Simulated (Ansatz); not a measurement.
# AlSbH3F (SMILES [F][AlH][SbH2]): PBE/def2-SVP (core potential)

Aim: the electronic atomisation energy of AlSbH3F at PBE/def2-SVP (core potential), from 5 runs. 

The results are computed with Ansatz 0.2.0.

60 further runs of the same task are left out: 60 set aside as unsound or not needed.

## (1) Starting point

AlSbH3F: 6 atoms, total charge 0, spin state singlet. SMILES: `[F][AlH][SbH2]`. The coordinates come from a PBE0-D4/def2-TZVP relaxation. This is one conformer, not always the lowest.

Bond lengths: F1–Al2 1.653 Å, Al2–Sb3 2.636 Å, Al2–H4 1.582 Å, Sb3–H5 1.710 Å, Sb3–H6 1.709 Å. Angles: F1–Al2–Sb3 116.3°, F1–Al2–H4 116.4°, Sb3–Al2–H4 127.3°, Al2–Sb3–H5 88.3°, Al2–Sb3–H6 87.8°, H5–Sb3–H6 91.6°.

## (2) A single-point energy at PBE/def2-SVP (core potential)

File job.yaml:

```yaml
crystal:
  periodic: [false, false, false]
  atoms:
    - {symbol: F, position_ang: [-1.114600, -1.632400, 1.262300]}
    - {symbol: Al, position_ang: [-0.336100, -1.039300, -0.069800]}
    - {symbol: Sb, position_ang: [1.279900, 1.003700, 0.334800]}
    - {symbol: H, position_ang: [-0.594800, -1.800700, -1.431700]}
    - {symbol: H, position_ang: [0.842100, 1.592000, -1.209900]}
    - {symbol: H, position_ang: [-0.034400, 1.812900, 1.068100]}
basis:
  gaussian: {orbitals: def2-SVP}
hamiltonian: {xc: {name: PBE}}
accuracy: high
output: {orbitals: {seedname: orbitals}}
```

Run with:

```console
$ ansatz run job.yaml --threads 1 --pin off --max-ram 3480MiB --events-out events.jsonl --progress --plain --runs-dir runs
```

Output:

```text
Warning: RAYON_NUM_THREADS=1 ignored (pool sized by the plan → 1); use --threads N
Functional definition: PBE
  name "PBE"
  parameter kappa = 0.804
  parameter beta = 0.06672455060314922
  exchange = pbe_x(kappa = kappa, mu = beta*pi^2/3)
  correlation = pbe_c(beta = beta)
1642 factors; integrals over basis functions are off by at most 3.6e-9 eV
mean field evaluation 1: about -15888.2643 eV, gradient 3.8e1 eV
mean field evaluation 2: about -15870.9752 eV, gradient 1.1e2 eV
mean field evaluation 4: about -15890.9671 eV, gradient 3.8e0 eV
mean field evaluation 8: about -15891.0143 eV, gradient 8.2e-2 eV
mean field evaluation 16: about -15891.0143 eV, gradient 1.4e-5 eV
mean field -15891.01427225 eV, -583.9840031890 hartree, gradient 3.9e-8 eV, S^2 0.000000; 0 other end points of the search recorded, 0 dependent functions left out
reference -15891.01427586 eV, -583.9840033216 hartree; 24, 24 occupied and 49, 49 virtual orbitals, 1642 factors
Total energy: -15891.01427586 eV, -583.9840033216 hartree
```

Wall time 5.7 s (1 thread of Arm Neoverse V1, shared host); peak memory 0.19 GiB.

## (3) The Al atom, same level

File molecule.yaml:

```yaml
basis:
  gaussian: {orbitals: def2-SVP}
crystal:
  periodic: [false, false, false]
  atoms:
    - {symbol: Al, position_ang: [0.000000, 0.000000, 0.000000]}
magnetization: {spin_polarized: true, initial_magnetization: 1}
hamiltonian: {xc: pbe}
accuracy: high
```

Run the same way, it converges to -242.14160 Eh (log not shown).

## (4) The F atom

File molecule.yaml:

```yaml
crystal:
  periodic: [false, false, false]
  atoms:
    - {symbol: F, position_ang: [0.000000, 0.000000, 0.000000]}
basis:
  gaussian: {orbitals: def2-SVP}
magnetization: {spin_polarized: true, initial_magnetization: 1}
hamiltonian: {xc: pbe}
accuracy: high
```

Run the same way, it converges to -99.53976 Eh (log not shown).

## (5) The H atom

File molecule.yaml:

```yaml
crystal:
  periodic: [false, false, false]
  atoms:
    - {symbol: H, position_ang: [0.000000, 0.000000, 0.000000]}
basis:
  gaussian:
    orbitals: def2-SVP
magnetization:
  spin_polarized: true
  initial_magnetization: 1
accuracy: high
hamiltonian:
  xc: {name: PBE}
```

Run the same way, it converges to -0.49863 Eh (log not shown).

## (6) The Sb atom, same level

File run.yaml:

```yaml
crystal:
  periodic: [false, false, false]
  atoms:
    - {symbol: Sb, position_ang: [0.000000, 0.000000, 0.000000]}
basis:
  gaussian:
    orbitals: def2-SVP
magnetization:
  spin_polarized: true
  initial_magnetization: 3
hamiltonian:
  xc: pbe
accuracy: high
```

Run the same way, it converges to -240.20171 Eh (log not shown).

## (7) What came out

Level: PBE/def2-SVP (core potential).

| quantity | value |
| --- | --- |
| molecule: total energy | -583.98400 Eh |
| molecule: HOMO energy | -6.13 eV |
| molecule: LUMO energy | -2.09 eV |
| molecule: HOMO–LUMO gap | 4.04 eV |
| Al atom: total energy | -242.14160 Eh |
| Al atom: ⟨S²⟩ | 0.753 |
| F atom: total energy | -99.53976 Eh |
| F atom: ⟨S²⟩ | 0.751 |
| H atom: total energy | -0.49863 Eh |
| H atom: ⟨S²⟩ | 0.750 |
| Sb atom: total energy | -240.20171 Eh |
| Sb atom: ⟨S²⟩ | 3.751 |
| electronic atomisation energy | 16.464 eV |

What this shows: Taking the molecule apart into free atoms costs 16.46 eV (380 kcal/mol), before zero-point energy and without spin-orbit coupling.
